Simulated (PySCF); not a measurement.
# C₅H₆ClFO: magnetic properties

Aim: compute the magnetic properties of C₅H₆ClFO (`FC[C@@H]1OC=C[C@@H]1Cl`).

Computed with PySCF 2.14.0 and routines of our own; the level stands in each step. Atoms count from 0.

## Step 1: The system as given

14 atoms, charge 0, multiplicity 1; geometry from: GFN2-xTB.

## Step 2: Magnetic properties: GIAO CAM-B3LYP/pcSseg-1

What the job is given:

```
{"job": {"kind": "mag", "xc": "CAM-B3LYP", "basis": "pcSseg-1", "isotopologues": 2}, "charge": 0, "multiplicity": 1}
F      2.543689    -1.369700    -0.161242
C      1.802881    -0.220164    -0.120810
C      0.359577    -0.546104     0.256076
O     -0.337022    -1.080618    -0.870616
C     -1.534164    -0.461596    -0.949610
C     -1.731479     0.491983    -0.044342
C     -0.484400     0.645545     0.755369
Cl     0.277233     2.254264     0.391027
H      1.852236     0.236021    -1.113082
H      2.261858     0.429418     0.629694
H      0.381099    -1.328998     1.027447
H     -2.186015    -0.825617    -1.722377
H     -2.585277     1.126920     0.064753
H     -0.620894     0.648174     1.835547
```

With the program's defaults for keys left out, this is: GIAO CAM-B3LYP/pcSseg-1 magnetisability, rotational g tensor and spin-rotation constants, non-relativistic, gas phase.

Launch:

```sh
$ OMP_NUM_THREADS=1 python excited_run.py task.json out
```

This one command runs all jobs of the session in turn.

Output:

```text
coarse grid: 12952 points
cycle   1  E = -828.9896712396  dE =  1.469e+00  |g| = 7.741e-01  |ddm| = 3.355e+00
cycle   2  E = -828.9440625236  dE =  4.561e-02  |g| = 9.878e-01  |ddm| = 1.246e+00
cycle   3  E = -829.1027577848  dE = -1.587e-01  |g| = 8.541e-02  |ddm| = 6.912e-01
cycle   4  E = -829.1037334284  dE = -9.756e-04  |g| = 5.260e-02  |ddm| = 1.056e-01
cycle   5  E = -829.1043378805  dE = -6.045e-04  |g| = 1.132e-02  |ddm| = 4.839e-02
cycle   6  E = -829.1043640835  dE = -2.620e-05  |g| = 3.931e-03  |ddm| = 1.362e-02
cycle   7  E = -829.1043668312  dE = -2.748e-06  |g| = 8.449e-04  |ddm| = 4.460e-03
final grid: 122832 points
cycle   8  E = -829.1791524215  dE = -3.441e-05  |g| = 4.912e-03  |ddm| = 1.883e-02
cycle   9  E = -829.1791509268  dE =  1.495e-06  |g| = 5.988e-03  |ddm| = 7.299e-03
cycle  10  E = -829.1791567438  dE = -5.817e-06  |g| = 5.204e-04  |ddm| = 3.766e-03
cycle  11  E = -829.1791567865  dE = -4.270e-08  |g| = 2.496e-04  |ddm| = 6.486e-04
cycle  12  E = -829.1791567990  dE = -1.252e-08  |g| = 8.476e-05  |ddm| = 2.394e-04
cycle  13  E = -829.1791568003  dE = -1.309e-09  |g| = 1.460e-05  |ddm| = 7.072e-05
cycle  14  E = -829.1791568004  dE = -6.730e-11  |g| = 4.470e-06  |ddm| = 2.546e-05
converged SCF energy = -829.1791568004

Magnetisability tensor (1e-30 J/T^2)
    -1168.35      -45.98       21.58
      -45.98    -1345.69       39.60
       21.58       39.60    -1163.02
isotropic -1225.69   principal values   -1366.28  -1166.85  -1143.94
isotropic susceptibility -73.813 1e-6 cm^3/mol

Inertial axes            a          b          c
rot. const./GHz      2.2312     1.5222     0.9855
chi total           -73.036    -75.330    -73.072
chi diamagnetic    -614.489   -824.788  -1219.736
chi paramagnetic    541.453    749.458   1146.664
quadrupole/D A       -9.504      4.124      5.380
g nuclear            0.5487     0.5190     0.5185
g electronic        -0.5675    -0.5359    -0.5309
g total             -0.0188    -0.0169    -0.0124

Spin-rotation constants (kHz, H = +C I.J)
atom  isotope        aa         bb         cc
  0    19F        1.051      0.378      0.122
  7   35Cl        0.679      0.184      0.262
  8     1H       -0.250     -0.147      0.073
  9     1H       -0.238      0.067     -0.069
 10     1H       -0.145     -0.153      0.021
 11     1H       -0.241      0.080     -0.063
 12     1H        0.193     -0.158     -0.122
 13     1H       -0.196     -0.148      0.044
  1    13C*       0.438      0.425      0.278
  2    13C*       0.591      0.343      0.258
  3    17O*      -0.379     -0.296     -0.168
  4    13C*       0.913      0.607      0.272
  5    13C*       0.828      0.422      0.202
  6    13C*       0.480      0.325      0.236
* in the singly substituted isotopologue

Isotopologues: g along a, b, c
2H    at 8,9,10,11,12,1    -0.0184    -0.0152    -0.0117
13C   at 1                 -0.0190    -0.0167    -0.0123
```

Run time: 45 s. Hardware: 1 thread of Arm Neoverse V1, shared host; peak memory 0.83 GiB.

Key values:

```
              quantity                      value
       magnetisability           -1226·10⁻³⁰ J/T²
  molar susceptibility         -73.8·10⁻⁶ cm³/mol
rotational g (a, b, c)  -0.0188, -0.0169, -0.0124
```

Orbitals, density, ELF and potential are computed afterwards from the orbital file.

Frontier orbitals at CAM-B3LYP/pcSseg-1, with the share of their density that lies nearest to each atom:

```
orbital  energy (eV)                                    lies on
   HOMO        -8.28                  C5 34 %; O3 26 %; C4 16 %
   LUMO         0.78  C4 26 %; Cl7 20 %; C5, C6 about 14 % each
```

ELF in a plane through or near 7 of the atoms.

Ten even steps from '0' (0.00) to '9' (1.00):
```
0000000000000000000000000000
0000000000000000000000000000
0000000000011221000000000000
0000000000134432100000000000
0000000000144432100000000000
0000000100023321100000000000
0000038973001354310168720000
0000079999101431553699980000
0000016999423843883799981000
0000000575786885629289840000
0000344431794340276643200000
0001588774675763357720000000
0001588773003727813762000000
0000267862015867648997300000
0000024431015886228999500000
0000000000002452005895100000
0000000000000010000220000000
0000000000000000000000000000
0000000000000000000000000000
0000000000000000000000000000
```
The map spans 10.6 Å across and 9.2 Å up, centred on the molecule. Atoms in the plane (x, y in Å): F0 (-2.7, -1.0), O3 (0.2, -1.4), C4 (1.5, -1.0), C5 (1.8, 0.3), C6 (0.5, 0.9), H9 (-2.2, 0.9), H12 (2.7, 0.8).

log10 of the density (e/Å³) in the same plane.

Ten even steps from ' ' (-4.0) to '@' (1.6):
```
                                                        
                      ....::::....                      
                  ..::------------::..                  
                ..::----==========--::..                
            ....::::--====++++++==----::....            
        ..::::------====++++**++++====------::..        
        ::--====++======++********++==========--..      
      ..::====++****++++++**######********++++--::..    
      ..--==++**####******################**++==::..    
      ::--==++**##############**####@@####**++==::..    
    ..--==++**##############******######**++==--::      
    ..--++##%%%%####**########****######++==--::..      
    ..==++##%%%%##**++++**##@@%%########**==--::..      
    ..--==****##**++==++**##@@####**####**====::..      
      ::--==++++====--==++**##****++****++==--::        
        ..::::--::::::--====++============--::..        
                      ..::--------::------::..          
                          ..................            
                                                        
                                                        
```
The map spans 10.6 Å across and 9.2 Å up, centred on the molecule. Atoms in the plane (x, y in Å): F0 (-2.7, -1.0), O3 (0.2, -1.4), C4 (1.5, -1.0), C5 (1.8, 0.3), C6 (0.5, 0.9), H9 (-2.2, 0.9), H12 (2.7, 0.8).

On the surface of density 0.002 e/bohr³ the electrostatic potential runs, from the 1st to the 99th percentile, from -1.11 V near O3 to 1.33 V near H11.

## Step 3: Magnetic properties: GIAO KT2/ANO-RCC-VDZP, grid 4

The job, as its differences from that of step 2:

```diff
@@ -1,2 +1,2 @@
-{"job": {"kind": "mag", "xc": "CAM-B3LYP", "basis": "pcSseg-1", "isotopologues": 2}, "charge": 0, "multiplicity": 1}
+{"job": {"kind": "mag", "xc": "KT2", "basis": "ANO-RCC-VDZP", "grid": 4, "scf": {"aux": "def2-qzvpp-jkfit"}}, "charge": 0, "multiplicity": 1}
 F      2.543689    -1.369700    -0.161242
```

Method: GIAO KT2/ANO-RCC-VDZP magnetisability, rotational g tensor and spin-rotation constants, non-relativistic, gas phase.

Output:

```text
final grid: 323080 points
cycle   1  E = -838.2752553232  dE =  1.145e+00  |g| = 7.938e-01  |ddm| = 5.380e+00
cycle   2  E = -837.8998641966  dE =  3.754e-01  |g| = 1.619e+00  |ddm| = 2.084e+00
cycle   3  E = -838.3824561659  dE = -4.826e-01  |g| = 2.805e-01  |ddm| = 1.621e+00
cycle   4  E = -838.3993486669  dE = -1.689e-02  |g| = 1.297e-01  |ddm| = 4.989e-01
cycle   5  E = -838.4034964689  dE = -4.148e-03  |g| = 3.539e-02  |ddm| = 1.853e-01
cycle   6  E = -838.4038021978  dE = -3.057e-04  |g| = 8.048e-03  |ddm| = 4.282e-02
cycle   7  E = -838.4038169360  dE = -1.474e-05  |g| = 2.204e-03  |ddm| = 9.016e-03
cycle   8  E = -838.4038180488  dE = -1.113e-06  |g| = 5.463e-04  |ddm| = 2.622e-03
cycle   9  E = -838.4038181036  dE = -5.480e-08  |g| = 1.920e-04  |ddm| = 6.106e-04
cycle  10  E = -838.4038181124  dE = -8.783e-09  |g| = 5.741e-05  |ddm| = 2.741e-04
cycle  11  E = -838.4038181131  dE = -6.996e-10  |g| = 2.876e-05  |ddm| = 8.986e-05
converged SCF energy = -838.4038181131

Magnetisability tensor (1e-30 J/T^2)
    -1139.93      -55.77       28.99
      -55.77    -1322.71       50.62
       28.99       50.62    -1128.43
isotropic -1197.03   principal values   -1352.71  -1133.85  -1104.52
isotropic susceptibility -72.087 1e-6 cm^3/mol

Inertial axes            a          b          c
rot. const./GHz      2.2312     1.5222     0.9855
chi total           -70.867    -73.768    -71.625
chi diamagnetic    -613.159   -823.255  -1217.880
chi paramagnetic    542.292    749.487   1146.255
quadrupole/D A       -9.092      4.192      4.900
g nuclear            0.5487     0.5190     0.5185
g electronic        -0.5684    -0.5360    -0.5307
g total             -0.0197    -0.0170    -0.0122

Spin-rotation constants (kHz, H = +C I.J)
atom  isotope        aa         bb         cc
  0    19F        1.138      0.418      0.188
  7   35Cl        0.685      0.176      0.250
  8     1H       -0.251     -0.144      0.076
  9     1H       -0.235      0.076     -0.066
 10     1H       -0.137     -0.151      0.023
 11     1H       -0.227      0.085     -0.060
 12     1H        0.202     -0.155     -0.121
 13     1H       -0.181     -0.142      0.051
  1    13C*       0.415      0.411      0.268
  2    13C*       0.578      0.333      0.248
  3    17O*      -0.417     -0.288     -0.172
  4    13C*       0.802      0.543      0.254
  5    13C*       0.744      0.378      0.190
  6    13C*       0.472      0.318      0.230
* in the singly substituted isotopologue
```

Wall time 1.8 min (1 thread of Arm Neoverse V1, shared host); peak memory 0.62 GiB.

In short:

```
              quantity                      value
       magnetisability           -1197·10⁻³⁰ J/T²
  molar susceptibility         -72.1·10⁻⁶ cm³/mol
rotational g (a, b, c)  -0.0197, -0.0170, -0.0122
```

## Step 4: The levels compared

```
                        level  ξ (10⁻³⁰ J/T²)     g(a)     g(b)  gap (eV)  functions     time
      GIAO CAM-B3LYP/pcSseg-1           -1226  -0.0188  -0.0169      9.07        173     45 s
GIAO KT2/ANO-RCC-VDZP, grid 4           -1197  -0.0197  -0.0170      4.40        146  1.8 min
```

## Step 5: What came out

| quantity | value |
| --- | --- |
| magnetisability (step 2, GIAO CAM-B3LYP/pcSseg-1) | -1226·10⁻³⁰ J/T² |
| molar susceptibility (step 2, GIAO CAM-B3LYP/pcSseg-1) | -73.8·10⁻⁶ cm³/mol |
| rotational g (a, b, c) (step 2, GIAO CAM-B3LYP/pcSseg-1) | -0.0188, -0.0169, -0.0124 |
| surface potential, 1st and 99th percentile | -1.11 V and 1.33 V |
| magnetisability over the levels | -1226 to -1197·10⁻³⁰ J/T² |

The magnetisability spreads by 2.4 % over 2 levels, from GIAO CAM-B3LYP/pcSseg-1 (45 s) to GIAO KT2/ANO-RCC-VDZP, grid 4 (1.8 min); the runs took 45 s to 1.8 min. Two levels can agree by chance, so this spread shows no convergence. Vibrational averaging and real surroundings are missing from these values.
